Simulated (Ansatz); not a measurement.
**ScNiS: forces, levels, charges and fields**

One self-consistent run on ScNiS (a known structure type filled with other elements, at an estimated volume), nothing relaxed, to see whether it is a metal or has a gap, how the charge is shared and how far the cell is from equilibrium.

All numbers below are computed with Ansatz 0.2.0 (DFT, r2SCAN, no spin polarisation, plane waves, PAW).

## (1) The system as given

The structure is cubic, space group P2_13 (No. 198). The conventional cell has a = 5.714 Å, b = 5.714 Å, c = 5.714 Å, α = 90.00°, β = 90.00°, γ = 90.00°. Ni (site symmetry 3) is surrounded by 3 Sc at 2.40 Å and 3 S at 2.40 Å. Sc (site symmetry 3) has 1 S at 2.21 Å and 3 Ni at 2.40 Å as nearest neighbours. S (site symmetry 3) has 1 Sc at 2.21 Å and 3 Ni at 2.40 Å as nearest neighbours.

Structure file:

```
Ni Sc S
1.0
     5.71404    0.00000    0.00000
     0.00000    5.71404    0.00000
     0.00000    0.00000    5.71404
Ni Sc S
4 4 4
Direct
  0.00000 0.00000 0.00000
  0.50000 0.00000 0.50000
  0.50000 0.50000 0.00000
  0.00000 0.50000 0.50000
  0.61180 0.61180 0.61180
  0.88820 0.38820 0.11180
  0.11180 0.88820 0.38820
  0.38820 0.11180 0.88820
  0.38820 0.38820 0.38820
  0.11180 0.61180 0.88820
  0.88820 0.11180 0.61180
  0.61180 0.88820 0.11180
```

It is a restart: the density comes from an earlier run on this cell.

## (2) The run

Input file input.yaml:

```yaml
crystal:
  lattice:
    - [5.714036, 0.0, 0.0]
    - [0.0, 5.714036, 0.0]
    - [0.0, 0.0, 5.714036]
  atoms:
    - { symbol: Ni, position: [0.0, 0.0, 0.0] }
    - { symbol: Ni, position: [0.5, 0.0, 0.5] }
    - { symbol: Ni, position: [0.5, 0.5, 0.0] }
    - { symbol: Ni, position: [0.0, 0.5, 0.5] }
    - { symbol: Sc, position: [0.6118, 0.6118, 0.6118] }
    - { symbol: Sc, position: [0.8882, 0.3882, 0.1118] }
    - { symbol: Sc, position: [0.1118, 0.8882, 0.3882] }
    - { symbol: Sc, position: [0.3882, 0.1118, 0.8882] }
    - { symbol: S, position: [0.3882, 0.3882, 0.3882] }
    - { symbol: S, position: [0.1118, 0.6118, 0.8882] }
    - { symbol: S, position: [0.8882, 0.1118, 0.6118] }
    - { symbol: S, position: [0.6118, 0.8882, 0.1118] }
  symmetry: { tolerance: 0.0003 }
kpoints:
  mp_grid: { grid: [6, 6, 6], shift: [0, 0, 0] }
  band_path:
    path:
      - [0.0, 0.0, 0.0]
      - [0.0, 0.5, 0.0]
      - [0.5, 0.5, 0.0]
      - [0.0, 0.0, 0.0]
      - [0.5, 0.5, 0.5]
      - [0.0, 0.5, 0.0]
      - [0.5, 0.5, 0.5]
      - [0.5, 0.5, 0.0]
      - [0.5, 0.0, 0.0]
    npoints: 8
magnetization:
  spin_polarized: false
scf:
  occupations: { method: fermi_dirac }
  lower_state_search: "off"
  max_iter: 200
hamiltonian:
  pseudopotentials: { kind: paw }
  xc: r2scan
basis:
  ecutwfc: 500
  fft_grid_basis: typed
output:
  forces: true
  stress: true
  eigenvalues: true
  bader: true
  populations: true
  elf: true
  write_potential: true
  volumetric_format: npy
  dos:
    e_range: [-12, 8]
    de: 0.05
    projected: { site_lists: { Ni: [Ni], S: [S], Sc: [Sc] } }
checkpoint:
  read: saved_state
```

Started as:

```bash
$ ansatz run input.yaml --threads 1 --pin off --max-ram 2560MiB --backend cpu --events-out ev --progress --plain --runs-dir out
```

Log:

```text
Warning: RAYON_NUM_THREADS=1 ignored (pool sized by the plan → 1); use --threads N
Engine: ansatz 0.2.0, x86_64-unknown-linux-gnu
Pseudopotentials: kind: paw
Pseudopotential: Ni, paw, valence charge 18, recommended cutoff 500 eV (meta_gga), Ni.paw.azcp
Pseudopotential: Sc, paw, valence charge 11, recommended cutoff 500 eV (meta_gga), Sc.paw.azcp
Pseudopotential: S, paw, valence charge 6, recommended cutoff 500 eV (meta_gga), S.paw.azcp
Functional definition: r2SCAN
  parameter k0 = 0.174
  parameter k1 = 0.065
  parameter a1 = 4.9479
  exchange = r2scan_x(k0 = k0, k1 = k1, a1 = a1)
  correlation = r2scan_c
Crystal: 12 atoms, lattice volume = 186.564 Å³
Basis set: ecut = 500 eV, 4729 PW (Γ), exchange–correlation on 180×180×180 points (64 copies of the dense FFT grid, shifted against one another)
Bands: 84, of which v1, the nominal top of the filled ones, is band 70 counted from 1 (69 counted from 0)
Symmetry: 12 space group operations
Space group: P213 (ITA 198), of the structure as read, at distance tolerance 1.7e-3 Å
k-points: 24 of 216 (time reversal used)
Non-local potential: Ni, projectors of the file, l = 0: 3, l = 1: 2, l = 2: 3, l = 3: 1
Non-local potential: Sc, projectors of the file, l = 0: 3, l = 1: 2, l = 2: 3, l = 3: 1
Non-local potential: S, projectors of the file, l = 0: 2, l = 1: 2, l = 2: 2
PAW form: soft (Blöchl's): semilocal exchange-correlation on the pseudo side does not see the compensation charge
PAW frozen core: Ni, regenerated for the run's functional (the file was generated under x = pbe(κ = 0.804, μ = 0.2195149727645171), c = pbe(β = 0.06672455060314922))
PAW frozen core: Sc, regenerated for the run's functional (the file was generated under x = pbe(κ = 0.804, μ = 0.2195149727645171), c = pbe(β = 0.06672455060314922))
PAW frozen core: S, regenerated for the run's functional (the file was generated under x = pbe(κ = 0.804, μ = 0.2195149727645171), c = pbe(β = 0.06672455060314922))
PAW one-centre angular grid: Ni, 590 points (default); XC on 160 Gauss nodes
PAW one-centre angular grid: Sc, 590 points (default); XC on 160 Gauss nodes
PAW one-centre angular grid: S, 302 points (default); XC on 160 Gauss nodes
Initial density: read from a saved state, or passed on in memory by an earlier SCF of this step, an earlier step, the calling program or the single point that the run made first
Initial wavefunctions: pseudopotential atomic-orbital guess
Functional: x = r2scan, c = r2scan; τ floored in thin density (d = 2e-4 eV/Å³)
iter 1 solved again at ethr=9.81e-7 eV; its pass at ethr=3.10e-3 eV (dr2=1.37e-3 eV) is discarded
SCF iter   1: F=-35572.685121 eV  HF=-35572.676120 eV  |F-HF|=9.00e-3  |Δ(HF+E_count)|=         —  Δρ=2.24e-3  dr2=1.56e-3  dr2_τ=1.96e-3  ethr=9.81e-7  ⟨swp⟩=3.0  Hψ=12546  notcnv=0
preconditioner: auto → Kerker (q_TF=auto, 2.601 Å⁻¹)  [metal: Δε(μ)=0.000 eV  Ē_g=6.345 eV  σ=0.100 eV  W_gap=0.00  n_scr=56 (ndim 8)  ℏωp=23.7 eV  f_vac=0.000  D(μ)=14.44/eV (n_scr^D=170)]
SCF iter   2: F=-35572.684480 eV  HF=-35572.684341 eV  |F-HF|=1.39e-4  |Δ(HF+E_count)|=   8.22e-3  Δρ=1.73e-3  dr2=2.42e-3  dr2_τ=2.47e-4  ethr=9.81e-7  ⟨swp⟩=2.0  Hψ=3838  notcnv=0
SCF iter   3: F=-35572.685171 eV  HF=-35572.685175 eV  |F-HF|=3.75e-6  |Δ(HF+E_count)|=   8.34e-4  Δρ=1.20e-3  dr2=1.27e-3  dr2_τ=1.43e-4  ethr=9.81e-7  ⟨swp⟩=2.0  Hψ=2767  notcnv=0
SCF iter   4: F=-35572.686210 eV  HF=-35572.686169 eV  |F-HF|=4.13e-5  |Δ(HF+E_count)|=   9.93e-4  Δρ=3.67e-4  dr2=1.24e-4  dr2_τ=1.72e-5  ethr=9.11e-7  ⟨swp⟩=2.0  Hψ=2964  notcnv=0
SCF iter   5: F=-35572.686285 eV  HF=-35572.686296 eV  |F-HF|=1.03e-5  |Δ(HF+E_count)|=   1.27e-4  Δρ=1.09e-4  dr2=1.83e-5  dr2_τ=3.46e-7  ethr=8.85e-8  ⟨swp⟩=2.0  Hψ=2938  notcnv=0
SCF iter   6: F=-35572.686199 eV  HF=-35572.686204 eV  |F-HF|=4.79e-6  |Δ(HF+E_count)|=   9.20e-5  Δρ=5.70e-5  dr2=5.16e-6  dr2_τ=2.25e-8  ethr=1.31e-8  ⟨swp⟩=1.0  Hψ=2016  notcnv=0
SCF iter   7: F=-35572.686203 eV  HF=-35572.686203 eV  |F-HF|=1.38e-7  |Δ(HF+E_count)|=   2.85e-7  Δρ=1.37e-5  dr2=2.39e-7  dr2_τ=2.37e-9  ethr=3.69e-9  ⟨swp⟩=2.0  Hψ=2486  notcnv=0
SCF iter   8: F=-35572.686203 eV  HF=-35572.686203 eV  |F-HF|=5.54e-9  |Δ(HF+E_count)|=   1.01e-8  Δρ=2.47e-6  dr2=8.56e-9  dr2_τ=2.13e-10  ethr=7.14e-11  ⟨swp⟩=7.9  Hψ=12886  notcnv=0
SCF 1 converged in 8 iterations: F = -35572.686203 eV  dr2 = 8.56e-9
NSCF: frozen V_eff on 65 k-points
SCF converged after 8 iterations
Free energy (F): -35572.686203 eV
Harris-Foulkes:  -35572.686203 eV  (|F-HF|=5.54e-9)
Internal energy: -35572.254322 eV  (E = F + TS)
E sigma→0 (E₀):  -35572.470263 eV
Entropy (-TS):   -0.431881 eV (-35.990 meV/atom)
Fermi energy:    12.379535 eV
--- Per-component energies (eV) ---
  E_band       = -2075.980274
  E_kinetic    = 2651.614269
  E_local      = -22019.745313  (includes V_loc(G=0)·N_el)
  E_nonlocal   = 3033.774594
  E_hartree    = 9201.085178
  E_xc         = -1094.071576
  E_vxc        = -1429.447475  (∫ρ·V_xc dr)
  E_paw        = -12901.680604  (= ΣΔE_a)
  E_vpaw       = -2805.387713  (= ΣTr[D̂ρ^β])
  E_aug_tail   = 0.000971  (compensation charges beyond the density's cutoff)
  E_vtau       = 91.050003  (kinetic-family band-sum trace: ∫τ·v_τ [+ j·A + Jᵃ·Aᵃ] dr)
  E_ewald      = -14440.638532
  E_core_change = -2.593309  (= ΣΔE_core)
  E_smearing   = -0.431881  (= −TS)
  E_closure    = 0.000000  (closes the sum)
  Σ components = -35572.686203   (vs F -35572.686203, Δ=0.00e0)
--- Forces (eV/Å), atoms counted from 1 ---
  atom   1  Ni    -1.56972938    -1.56972938    -1.56972938
  atom   2  Ni     1.56972938     1.56972938    -1.56972938
  atom   3  Ni    -1.56972938     1.56972938     1.56972938
  atom   4  Ni     1.56972938    -1.56972938     1.56972938
  atom   5  Sc     1.76961363     1.76961363     1.76961363
  atom   6  Sc    -1.76961363    -1.76961363     1.76961363
  atom   7  Sc     1.76961363    -1.76961363    -1.76961363
  atom   8  Sc    -1.76961363     1.76961363    -1.76961363
  atom   9  S     -2.28287791    -2.28287791    -2.28287791
  atom  10  S      2.28287791     2.28287791    -2.28287791
  atom  11  S     -2.28287791     2.28287791     2.28287791
  atom  12  S      2.28287791    -2.28287791     2.28287791
  max |Σ_I F_I| component: 8.88e-16 eV/Å
--- Stress (GPa, compression-positive) ---
       13.443210       0.000000      -0.000000
        0.000000      13.443210       0.000000
       -0.000000       0.000000      13.443210
  P = ⅓ Tr σ = 13.4432 GPa (134.432 kbar)
--- Band table (eV; the first three rows and the last of 24) ---
  k-point 0: bands = ["-94.0706", "-94.0705", "-94.0705", "-94.0705", "-53.0550", "-53.0547", "-53.0547", "-53.0547", "-53.0145", "-53.0145", "-53.0145", "-53.0140", "-53.0140", "-53.0139", "-53.0139", "-53.0139", "-38.4533", "-38.4349", "-38.4349", "-38.4349", "-16.3677", "-16.3677", "-16.3677", "-16.2865", "-16.2107", "-16.2107", "-16.2107", "-16.1451", "-16.1451", "-16.1207", "-16.1207", "-16.1207", "-2.5560", "-1.3407", "-1.3407", "-1.3407", "6.5772", "6.5772", "6.5772", "6.9962", "6.9962", "6.9962", "7.8006", "7.8006", "8.2120", "8.2120", "8.2120", "8.6914", "10.0439", "10.0439", "10.0439", "10.4638", "10.4638", "10.4638", "10.6043", "10.6043", "10.6051", "10.6051", "10.6051", "10.7156", "10.8231", "10.8231", "10.8231", "11.1130", "11.1130", "11.3399", "11.8204", "11.8204", "11.8204", "12.4329", "12.4329", "12.4329", "14.4283", "14.4283", "14.4283", "15.3217", "15.3217", "15.4191", "15.4191", "15.4191", "15.9142", "15.9142", "15.9142", "16.2427"]
  k-point 1: bands = ["-94.0706", "-94.0706", "-94.0705", "-94.0705", "-53.0550", "-53.0547", "-53.0547", "-53.0547", "-53.0145", "-53.0145", "-53.0145", "-53.0140", "-53.0140", "-53.0139", "-53.0139", "-53.0139", "-38.4524", "-38.4379", "-38.4346", "-38.4332", "-16.3775", "-16.3696", "-16.3529", "-16.2905", "-16.2234", "-16.2148", "-16.1936", "-16.1444", "-16.1409", "-16.1245", "-16.1244", "-16.1188", "-2.4899", "-1.5145", "-1.3268", "-1.2490", "6.2752", "6.4682", "6.7227", "6.9430", "7.0451", "7.3746", "7.6239", "7.8738", "8.1678", "8.1923", "8.2512", "8.6998", "10.0759", "10.0933", "10.1189", "10.4120", "10.4509", "10.4620", "10.5195", "10.5352", "10.6012", "10.6371", "10.7294", "10.7672", "10.8088", "10.8250", "10.9108", "11.0366", "11.1704", "11.3404", "11.7342", "11.7819", "11.9810", "12.3880", "12.4022", "12.4254", "14.3510", "14.4214", "14.5433", "14.9717", "15.3524", "15.4360", "15.4731", "15.5412", "15.8172", "15.8501", "15.9184", "16.1106"]
  k-point 2: bands = ["-94.0706", "-94.0706", "-94.0705", "-94.0705", "-53.0550", "-53.0548", "-53.0547", "-53.0546", "-53.0145", "-53.0145", "-53.0143", "-53.0141", "-53.0140", "-53.0139", "-53.0139", "-53.0139", "-38.4497", "-38.4417", "-38.4339", "-38.4327", "-16.3811", "-16.3743", "-16.3352", "-16.3014", "-16.2297", "-16.2230", "-16.1746", "-16.1447", "-16.1329", "-16.1321", "-16.1289", "-16.1198", "-2.3059", "-1.7618", "-1.2905", "-1.2258", "6.0942", "6.2560", "6.6894", "7.1022", "7.2153", "7.2916", "7.7449", "7.9868", "8.1475", "8.1646", "8.3386", "8.5952", "10.1453", "10.2191", "10.2244", "10.3311", "10.4051", "10.5018", "10.5417", "10.5738", "10.6238", "10.6626", "10.7216", "10.7385", "10.8187", "10.8554", "10.9191", "11.0519", "11.2601", "11.4507", "11.5284", "11.6770", "12.1903", "12.2855", "12.3611", "12.3796", "14.1738", "14.2014", "14.7981", "14.8082", "15.3485", "15.4468", "15.5428", "15.5721", "15.7526", "15.8994", "16.0398", "16.0576"]
  k-point 23: bands = ["-94.0705", "-94.0705", "-94.0705", "-94.0705", "-53.0548", "-53.0548", "-53.0548", "-53.0548", "-53.0144", "-53.0144", "-53.0144", "-53.0144", "-53.0138", "-53.0138", "-53.0138", "-53.0138", "-38.4394", "-38.4394", "-38.4394", "-38.4394", "-16.3543", "-16.3543", "-16.3543", "-16.3543", "-16.1997", "-16.1997", "-16.1997", "-16.1997", "-16.1179", "-16.1179", "-16.1179", "-16.1179", "-1.6313", "-1.6313", "-1.6313", "-1.6313", "5.9787", "5.9787", "5.9787", "5.9787", "8.1570", "8.1570", "8.1570", "8.1570", "8.3371", "8.3371", "8.3371", "8.3371", "10.1882", "10.1882", "10.1882", "10.1882", "10.4709", "10.4709", "10.4709", "10.4709", "10.6532", "10.6532", "10.6532", "10.6532", "11.1112", "11.1112", "11.1112", "11.1112", "11.4733", "11.4733", "11.4733", "11.4733", "12.5250", "12.5250", "12.5250", "12.5250", "14.5270", "14.5270", "14.5270", "14.5270", "14.8797", "14.8797", "14.8797", "14.8797", "16.0726", "16.0726", "16.0726", "16.0726"]
--- Löwdin populations: 12 sites ---
  site symbol       q [e]
     0     Ni     17.6983
     1     Ni     17.6983
     2     Ni     17.6983
     3     Ni     17.6983
     4     Sc     10.5262
     5     Sc     10.5262
     6     Sc     10.5262
     7     Sc     10.5262
     8      S      6.4789
     9      S      6.4789
    10      S      6.4789
    11      S      6.4789
  spilling = 0.008477 (of n_electrons = 140.000000)
--- Bader charges: 12 sites ---
  site symbol  charge [e]  shift [e]
     0     Ni     -0.4479     0.0024
     1     Ni     -0.4479     0.0024
     2     Ni     -0.4479     0.0024
     3     Ni     -0.4479     0.0024
     4     Sc      1.4989     0.0010
     5     Sc      1.4990     0.0010
     6     Sc      1.4989     0.0010
     7     Sc      1.4990     0.0010
     8      S     -1.0510     0.0013
     9      S     -1.0510     0.0013
    10      S     -1.0510     0.0013
    11      S     -1.0510     0.0013
  estimated error of the sums over rays = 5.7e-4 e
```

It took 2.9 min on 1 thread of Intel Xeon 6975P-C (Granite Rapids), shared host; peak memory 1.3 GiB.

## (3) How far from equilibrium

The largest forces, with each atom's nearest neighbour:

| atom | force (eV/Å) | nearest | distance (Å) | direction |
| --- | --- | --- | --- | --- |
| S12 | 3.954 | Sc8 | 2.21 | away from it |
| S11 | 3.954 | Sc7 | 2.21 | away from it |
| S10 | 3.954 | Sc6 | 2.21 | away from it |
| S9 | 3.954 | Sc5 | 2.21 | away from it |
| Sc8 | 3.065 | S12 | 2.21 | away from it |
| Sc7 | 3.065 | S11 | 2.21 | away from it |
| Sc6 | 3.065 | S10 | 2.21 | away from it |
| Sc5 | 3.065 | S9 | 2.21 | away from it |

Diagonalising the stress gives 13.44, 13.44, 13.44 GPa, so P = 13.44 GPa (positive in compression).

## (4) Bands along the path

Levels near the Fermi level at the path's corners (eV):

| point | band 70 | band 71 | band 72 | band 73 | band 74 | band 75 |
| --- | --- | --- | --- | --- | --- | --- |
| Γ | 0.05 | 0.05 | 0.05 | 2.05 | 2.05 | 2.05 |
| X | -0.14 | -0.04 | -0.04 | 1.71 | 1.71 | 2.54 |
| M | -0.08 | 0.28 | 0.28 | 2.11 | 2.11 | 2.29 |
| Γ | 0.05 | 0.05 | 0.05 | 2.05 | 2.05 | 2.05 |
| R | 0.15 | 0.15 | 0.15 | 2.15 | 2.15 | 2.15 |
| X | -0.14 | -0.04 | -0.04 | 1.71 | 1.71 | 2.54 |
| R | 0.15 | 0.15 | 0.15 | 2.15 | 2.15 | 2.15 |
| M | -0.08 | 0.28 | 0.28 | 2.11 | 2.11 | 2.29 |
| X1 | -0.14 | -0.04 | -0.04 | 1.71 | 1.71 | 2.54 |

The same bands between the corners:

```
distance (1/Å)  band 72  band 73
          0.00     0.05     2.05
          0.14     0.05     2.00
          0.27     0.03     1.89
          0.41    -0.02     1.76
          0.55    -0.04     1.71
          0.69    -0.02     1.75
          0.82     0.06     1.86
          0.96     0.20     2.01
          1.10     0.28     2.11
          1.29     0.23     1.98
          1.49     0.13     2.04
          1.68     0.07     2.03
          1.88     0.05     2.05
          2.12     0.07     2.07
          2.35     0.10     2.13
          2.59     0.26     2.09
          2.83     0.15     2.15
          3.02     0.24     2.09
          3.22     0.14     2.03
          3.41     0.01     1.82
          3.61    -0.04     1.71
          3.80     0.01     1.82
          4.00     0.14     2.03
          4.19     0.24     2.09
          4.38     0.15     2.15
          4.52     0.22     2.09
          4.66     0.16     2.14
          4.80     0.24     2.14
          4.93     0.28     2.11
          5.07     0.23     2.06
          5.21     0.10     1.93
          5.35    -0.01     1.78
          5.48    -0.04     1.71
```

## (5) Density of states

Counts of states in windows (eV from the Fermi level; tetrahedra), total and projected:

| from | to | total | Ni d | S p | Sc d |
| --- | --- | --- | --- | --- | --- |
| -7.0 | -6.0 | 3.91 | 0.15 | 2.56 | 0.31 |
| -6.0 | -5.0 | 7.05 | 0.71 | 4.79 | 0.53 |
| -5.0 | -4.0 | 7.96 | 1.60 | 5.12 | 0.76 |
| -4.0 | -3.0 | 5.09 | 1.33 | 3.00 | 0.56 |
| -3.0 | -2.0 | 7.83 | 6.36 | 0.11 | 0.98 |
| -2.0 | -1.0 | 27.83 | 22.20 | 1.40 | 2.45 |
| -1.0 | 0.0 | 7.66 | 3.25 | 1.60 | 1.49 |
| 0.0 | 1.0 | 4.68 | 0.94 | 0.78 | 1.79 |
| 1.0 | 2.0 | 1.21 | 0.12 | 0.05 | 0.85 |
| 2.0 | 3.0 | 11.95 | 1.22 | 0.55 | 8.38 |

## (6) How the electrons are shared

Gathered by element (positive charge: electrons given up):

| element | atoms | Bader charge (e) | Bader volume (Å³) | Löwdin charge (e) |
| --- | --- | --- | --- | --- |
| Ni | 4 | -0.45 | 15.3 | +0.30 |
| Sc | 4 | +1.50 | 10.7 | +0.47 |
| S | 4 | -1.05 | 20.7 | -0.48 |

The Löwdin projection spills 0.8 % of the electrons and depends on the orbitals chosen; where it disagrees with Bader's partition, neither is an observable.

## (7) Fields in real space

Maps in the plane spanned by b and c at height 0.500 along a (axes of the input's cell), one cell: b runs left to right (17 points from zero), c bottom to top (17 points), 90° apart. Near the nuclei they are pseudo-fields.

Valence density. Ten steps from '0' (0.09 e/Å³) to '9' (47.00 e/Å³), finer at the low end (step k begins (100^(k/10) - 1)/99 of the way up):
```
12321014774100011
13431012332000000
12320000110000000
01100000000000000
00000000012100000
21000000023320011
64200000123320124
97300011112210137
97311122211000137
64101122210000014
11001122210000001
00000112100000001
10000011100000111
10000000100001122
11000001331001222
21000014774101222
11110026996101112
```

ELF. Ten even steps from '0' (0.05) to '9' (0.89):
```
25751222443114774
27872232222222320
16861143222210100
01210144311000232
32100011015510354
22221110048851332
33212453147841322
74213788424411224
75215899941002224
33117989983002112
11027888985002211
21026899973013553
73003677631026898
96101331100148899
97201211221158889
94001312553138999
52210323773127999
```

Atoms within 0.2 Å of the plane, in fractions of b and c: Ni at (0.00, 0.50), Ni at (0.50, 0.00).

Scans along the contacts give these minima of the density:

| contact | length (Å) | minimum at (fraction) | density (e/Å³) | ELF |
| --- | --- | --- | --- | --- |
| Sc5–S9 | 2.213 | 0.47 | 0.676 | 0.35 |
| Ni1–Sc6 | 2.395 | 0.53 | 0.388 | 0.21 |
| Ni1–S10 | 2.395 | 0.45 | 0.420 | 0.20 |

```
fraction  Sc5–S9  Ni1–Sc6  Ni1–S10
     0.2    5.32     9.09     9.14
     0.3    2.44     1.84      1.7
     0.4   0.895    0.586    0.485
     0.5   0.696     0.39    0.441
     0.6    0.99    0.556    0.675
     0.7    1.34     1.83     1.05
     0.8    1.19     4.82     1.07
```

(Smooth valence density in e/Å³ at fractions of each contact.)

## (8) Outcome

```
                                                 quantity                          value
                                            largest force                3.954 eV/Å on S
                                                 pressure                       13.4 GPa
                                                character                          metal
density of states, mean within 0.25 eV of the Fermi level             16 per eV per cell
                                            Bader charges  Ni -0.45, Sc +1.50, S -1.05 e
```

It is a metal; within 0.25 eV of the Fermi level the density of states averages 16 per eV per cell, mostly Sc d (36 %), Ni d (20 %) and S p (17 %). Forces reach 4.0 eV/Å, so the geometry is far from rest and the levels are not those of the relaxed cell. Sc loses most charge (+1.50 e on average) and S gains most (-1.05 e). The atoms are not at rest: the largest force, 3.95 eV/Å, acts on S. The pressure of 13.4 GPa says the cell is too small.

Keep in mind: no spin polarisation, so a magnetic state may lie lower.
